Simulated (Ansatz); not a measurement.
**CH₄BClO₂: basis-set convergence**

The task here is to estimate one member of a computed series from the others.

The runs use Ansatz 0.2.0, Gaussian basis; one geometry, several basis sets.

Plan: PBE0-D4/def2-SVP; ωB97M-V/def2-SVP; PBE0-D4/def2-QZVPP; ωB97M-V/def2-QZVPP; the functionals' def2-TZVPP values are taken from earlier runs.

### The relaxed structure

An earlier PBE0-D4 in a triple-zeta def2 set relaxation fixed the geometry.

9 atoms, charge 0, spin multiplicity 1.

Atoms are counted from 1 here; the program's logs count them from 0.

Bond lengths: B1–C2 1.590 Å, B1–Cl5 1.901 Å, B1–H6 1.200 Å, B1–H7 1.200 Å, C2–O3 1.298 Å, C2–O4 1.298 Å, O3–H8 0.970 Å, O4–H9 0.970 Å. Angles: C2–B1–Cl5 93.8°, C2–B1–H6 110.6°, C2–B1–H7 110.6°, Cl5–B1–H6 111.1°, Cl5–B1–H7 111.1°, H6–B1–H7 117.2°, B1–C2–O3 120.6°, B1–C2–O4 120.6°, O3–C2–O4 118.7°, C2–O3–H8 114.8°, C2–O4–H9 114.8°.

Set-up of the first run:

File in.yaml:

```yaml
crystal:
  periodic: [false, false, false]
  atoms:
    - {symbol: B, position_ang: [-0.081137, 0.856855, -0.958158]}
    - {symbol: C, position_ang: [-0.133877, -0.280760, 0.151837]}
    - {symbol: O, position_ang: [0.459553, -1.419048, -0.039796]}
    - {symbol: O, position_ang: [-0.712931, -0.064199, 1.293055]}
    - {symbol: Cl, position_ang: [1.536281, 1.605054, -0.295911]}
    - {symbol: H, position_ang: [-0.996900, 1.620908, -0.824301]}
    - {symbol: H, position_ang: [0.078676, 0.378074, -2.046986]}
    - {symbol: H, position_ang: [0.505752, -1.991223, 0.741908]}
    - {symbol: H, position_ang: [-0.566816, -0.751860, 1.961152]}
basis:
  gaussian: {orbitals: def2-SVP}
hamiltonian: {xc: pbe0, dispersion: d4}
output: {orbitals: {seedname: orbitals}}
```

Launch:

```console
$ ansatz run in.yaml --threads 2 --pin off --events-out ev --progress --plain --max-ram 4352MiB
```

Among the steps run: PBE0-D4 in def2-SVP; ωB97M-V in def2-SVP; PBE0-D4 in def2-QZVPP; ωB97M-V in def2-QZVPP.

One of the session's tables, all rows but one given; the rest of the session is left out.

| functional | basis | HOMO (eV) |
| --- | --- | --- |
| PBE0-D4 | def2-SVP | -6.94 |
| PBE0-D4 | def2-TZVPP | ? |
| PBE0-D4 | def2-QZVPP | -7.28 |
| ωB97M-V | def2-SVP | -9.13 |
| ωB97M-V | def2-TZVPP | -9.47 |
| ωB97M-V | def2-QZVPP | -9.54 |

**Question.** Estimate the row for PBE0-D4, def2-TZVPP.

As computed: HOMO (eV): -7.23. In the column «HOMO (eV)» it lies between PBE0-D4, def2-QZVPP (-7.28) and PBE0-D4, def2-SVP (-6.94).
